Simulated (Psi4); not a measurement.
**TiF4 (SMILES [F][Ti]([F])([F])[F]): M06-L/def2-SVP**

Aim: the vertical ionisation energy of TiF4 at M06-L/def2-SVP, from 2 runs. 

The results are computed with Psi4 1.11.

8 further runs of the same task are left out: 8 that didn't finish.

## 1. The system as given

TiF4 has 5 atoms, charge 0, and is taken as a singlet. SMILES: `[F][Ti]([F])([F])[F]`. The shape is that of a PBE0-D4/def2-TZVP optimisation.

Bond lengths: F1–Ti2 1.740 Å, Ti2–F3 1.740 Å, Ti2–F4 1.740 Å, Ti2–F5 1.740 Å. Angles: F1–Ti2–F3 109.5°, F1–Ti2–F4 109.5°, F1–Ti2–F5 109.5°, F3–Ti2–F4 109.5°, F3–Ti2–F5 109.5°, F4–Ti2–F5 109.5°.

## 2. Energy and forces at M06-L/def2-SVP

run.py reads:

```python
import numpy as np
from ase.calculators.psi4 import Psi4
from ase import Atoms

mol = Atoms(['F', 'Ti', 'F', 'F', 'F'], positions=[
    [0.175050, -0.756690, 1.556510],
    [-0.000010, 0.000040, 0.000020],
    [-1.250130, 1.207040, 0.079520],
    [-0.427660, -1.200750, -1.183680],
    [1.502740, 0.750380, -0.452370],
])
calc = Psi4(atoms=mol, method='m06-l', basis='def2-SVP', memory='2200MB', num_threads=1, charge=0, multiplicity=1, label='psi4-calc')
calc.psi4.set_options({'puream': True, 'e_convergence': 1e-09, 'd_convergence': 1e-08, 'scf_type': 'pk', 'dft_radial_points': 99, 'dft_spherical_points': 590})
mol.calc = calc

forces = mol.get_forces()
print(f'energy: {mol.get_potential_energy():.6f} eV')
print('forces / eV A^-1')
print(np.round(forces, 5))
```

Run with:

```sh
$ python run.py
```

psi4-calc.dat:

```text
[...]
  Running in c1 symmetry.
[...]
  Nuclear repulsion =  331.469148447918371
[...]
  Multiplicity = 1
[...]
  Nalpha       = 29
  Nbeta        = 29
[...]
    Number of basis functions: 87
[...]
   @RKS iter   1: -1248.28570019937570   -8.02272e-01   1.15221e-02 DIIS/ADIIS
[...]
   @RKS iter  15: -1248.65622617233930    0.00000e+00   2.16103e-10 DIIS
[...]
    Orbital Energies [Eh]
    ---------------------
    Doubly Occupied:
       1A   -178.566005     2A    -24.525282     3A    -24.525241
       4A    -24.525203     5A    -24.525150     6A    -19.965616
       7A    -16.625173     8A    -16.625172     9A    -16.625171
      10A     -2.464195    11A     -1.574131    12A     -1.574129
      13A     -1.574127    14A     -1.145660    15A     -1.130843
      16A     -1.130825    17A     -1.130801    18A     -0.452680
      19A     -0.452670    20A     -0.452667    21A     -0.440672
      22A     -0.440660    23A     -0.430392    24A     -0.408613
      25A     -0.408603    26A     -0.408593    27A     -0.394701
      28A     -0.394678    29A     -0.394653
[...]
  @RKS Final Energy: -1248.65622617233930
   => Energetics <=
    Nuclear Repulsion Energy =            331.4691484479183714
    One-Electron Energy =               -2380.5882170953732384
    Two-Electron Energy =                 884.3768606035549737
    DFT Exchange-Correlation Energy =     -83.9140181284397499
    Empirical Dispersion Energy =           0.0000000000000000
    VV10 Nonlocal Energy =                  0.0000000000000000
    Total Energy =                      -1248.6562261723393021
[...]
 Multipole Moments:
 ------------------------------------------------------------------------------------
     Multipole            Electronic (a.u.)      Nuclear  (a.u.)        Total (a.u.)
 ------------------------------------------------------------------------------------
 L = 1.  Multiply by 2.5417464519 to convert [e a0] to [Debye]
 Dipole X            :          0.0000327            0.0000083            0.0000409
 Dipole Y            :          0.0001019           -0.0000372            0.0000646
 Dipole Z            :         -0.0000677           -0.0000207           -0.0000884
 Magnitude           :                                                    0.0001169
[...]
  -Total Gradient:
     Atom            X                  Y                   Z
    ------   -----------------  -----------------  -----------------
       1       -0.000246547886     0.001021678440    -0.001933578329
       2        0.000017847123     0.000009763945    -0.000003074802
       3        0.001854879708    -0.001596734009    -0.000203920255
       4        0.000651950334     0.001798279800     0.001786684362
       5       -0.001972137469    -0.001019895260     0.000671525326
[...]
```

Standard output:

```text
energy: -33977.666582 eV
forces / eV A^-1
[[ 0.01268 -0.05254  0.09943]
 [-0.00092 -0.0005   0.00016]
 [-0.09538  0.08211  0.01049]
 [-0.03352 -0.09247 -0.09188]
 [ 0.10141  0.05245 -0.03453]]
```

Wall time 20 s (1 thread of Intel Xeon 6975P-C (Granite Rapids), shared host); peak memory 0.98 GiB.

## 3. The doublet cation, same level

job.in reads:

```
memory 2.2 GB

molecule molecule1 {
  1 2
  F      0.175050    -0.756690     1.556510
  Ti    -0.000010     0.000040     0.000020
  F     -1.250130     1.207040     0.079520
  F     -0.427660    -1.200750    -1.183680
  F      1.502740     0.750380    -0.452370
  symmetry c1
  no_reorient
  no_com
}

set {
  basis def2-SVP
  reference uks
  puream true
  e_convergence 1e-09
  d_convergence 1e-08
  scf_type pk
  dft_radial_points 99
  dft_spherical_points 590
  maxiter 100
}

E = gradient("m06-l")
print_variables()
```

Run with:

```sh
$ psi4 job.in job.out -n 1
```

job.out:

```text
[...]
  Running in c1 symmetry.
[...]
  Nuclear repulsion =  331.469148447918315
[...]
  Multiplicity = 2
[...]
  Nalpha       = 29
  Nbeta        = 28
[...]
    Number of basis functions: 87
[...]
   @UKS iter   1: -1247.81368242200892   -3.30121e-01   9.60873e-03 DIIS/ADIIS
[...]
   @UKS iter  33: -1248.13038760870927   -2.72848e-12   8.67978e-09 DIIS
[...]
   @S^2 Observed:                7.647422041E-01
[...]
    Orbital Energies [Eh]
    ---------------------
    Alpha Occupied:
       1A   -178.856577     2A    -24.839951     3A    -24.839924
       4A    -24.839915     5A    -24.839887     6A    -20.254596
       7A    -16.914541     8A    -16.914325     9A    -16.914325
      10A     -2.750105    11A     -1.860906    12A     -1.860373
      13A     -1.860370    14A     -1.450059    15A     -1.434956
      16A     -1.434912    17A     -1.434873    18A     -0.748191
      19A     -0.747259    20A     -0.747248    21A     -0.742634
      22A     -0.728707    23A     -0.720149    24A     -0.713147
      25A     -0.713129    26A     -0.710342    27A     -0.697961
      28A     -0.689128    29A     -0.689125
    Alpha Virtual:
[...]
  @UKS Final Energy: -1248.13038760870927
   => Energetics <=
    Nuclear Repulsion Energy =            331.4691484479183146
    One-Electron Energy =               -2363.6211154879920286
    Two-Electron Energy =                 867.4283928019357290
    DFT Exchange-Correlation Energy =     -83.4068133705712143
    Empirical Dispersion Energy =           0.0000000000000000
    VV10 Nonlocal Energy =                  0.0000000000000000
    Total Energy =                      -1248.1303876087092704
[...]
 Multipole Moments:
 ------------------------------------------------------------------------------------
     Multipole            Electronic (a.u.)      Nuclear  (a.u.)        Total (a.u.)
 ------------------------------------------------------------------------------------
 L = 1.  Multiply by 2.5417464519 to convert [e a0] to [Debye]
 Dipole X            :         -0.0002445           -0.0004157           -0.0006602
 Dipole Y            :         -0.0015171            0.0013228           -0.0001943
 Dipole Z            :         -0.0009059            0.0004913           -0.0004145
 Magnitude           :                                                    0.0008034
[...]
  -Total Gradient:
     Atom            X                  Y                   Z
    ------   -----------------  -----------------  -----------------
       1       -0.003066567942     0.007664134776    -0.012469922029
       2       -0.000072590856    -0.000029376277    -0.000047187160
       3        0.010677363710    -0.010807658435     0.001206973614
       4        0.005448840494     0.010971236005     0.009274436049
       5       -0.012765639907    -0.007660639323     0.002220041950
[...]
```

Run time: 50 s. Hardware: 1 thread of Intel Xeon 6975P-C (Granite Rapids), shared host; peak memory 0.95 GiB.

## 4. Summary of results

At M06-L/def2-SVP:

```
                                          quantity           value
                        singlet TiF4: total energy  -1248.65623 Eh
                       singlet TiF4: dipole moment          0.00 D
                         singlet TiF4: HOMO energy       -10.74 eV
                         singlet TiF4: LUMO energy        -4.07 eV
                       singlet TiF4: HOMO–LUMO gap         6.67 eV
            singlet TiF4: largest force on an atom      0.135 eV/Å
                      doublet cation: total energy  -1248.13039 Eh
doublet cation: HOMO energy (highest over α and β)       -18.10 eV
 doublet cation: LUMO energy (lowest over α and β)       -17.84 eV
                              doublet cation: ⟨S²⟩           0.765
          doublet cation: largest force on an atom      0.790 eV/Å
vertical ionisation energy (to the doublet cation)       14.309 eV
```

**Reading.** Removing an electron at fixed nuclei costs 14.31 eV (330 kcal/mol). The negative HOMO energy of the first species, 10.74 eV, lies 3.57 eV below that difference.
